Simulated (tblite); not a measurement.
# C5H14NPSi2: the cost of one run

Computed with tblite 0.8.0 and PySCF 2.14.0, with density-fitted response routines of our own, on a single molecule in the gas phase. Atoms are numbered from 0 throughout.

## Step 1: Starting geometry

23 atoms, charge 0, multiplicity 1; geometry from: force field or distance geometry start.

Bonds of the start (Å): C0–C1 1.34, C1–C2 1.48, C2–C3 1.51, C3–C4 1.49, C4–Si5 1.86, Si5–P6 2.21, Si5–N7 1.69, N7–Si8 1.68, C4–C2 1.50, C0–H9 1.09, C0–H10 1.10, C1–H11 1.08, C2–H12 1.08, C3–H13 1.08, C3–H14 1.09, C4–H15 1.08, Si5–H16 1.48, P6–H17 1.42, P6–H18 1.41, N7–H19 1.01, Si8–H20 1.49, Si8–H21 1.47, Si8–H22 1.48.

## Step 2: Relaxing the molecule with GFN2-xTB

The job: settings as JSON, then the geometry in Å.

```
{"job": {"kind": "relax", "xc": "GFN2-xTB", "basis": "xTB"}, "charge": 0, "multiplicity": 1}
C     -3.563800    -0.150800     1.694400
C     -2.713400    -0.244700     0.667400
C     -1.257100    -0.483100     0.806600
C     -0.401400     0.635100     1.340500
C     -0.336700     0.277700    -0.105800
Si     1.156800    -0.593100    -0.797400
P      0.490300    -1.888900    -2.460500
N      2.255500     0.470400    -1.527500
Si     3.227600     1.228000    -0.380400
H     -3.244300    -0.226500     2.729900
H     -4.632300     0.016500     1.513100
H     -3.107000    -0.171100    -0.333000
H     -1.013700    -1.491000     1.112400
H     -0.860800     1.570200     1.617700
H      0.402300     0.354100     2.020200
H     -0.768400     0.994000    -0.794800
H      1.839200    -1.451400     0.202400
H     -0.610000    -2.482700    -1.785700
H     -0.283200    -0.915500    -3.125100
H      2.848400    -0.058800    -2.157600
H      2.393300     2.026900     0.563800
H      4.030500     0.212100     0.321200
H      4.143400     2.131300    -1.111500
```

On the command line:

```console
> OMP_NUM_THREADS=1 python probes_run.py task.json out
```

One launch serves the whole session: the jobs run in the order shown.

**Question.** How long does this first job take on 1 thread of Intel Xeon 6975P-C, shared host, and how much memory does it need?

About 2.3 s, with a peak of 0.19 GiB.
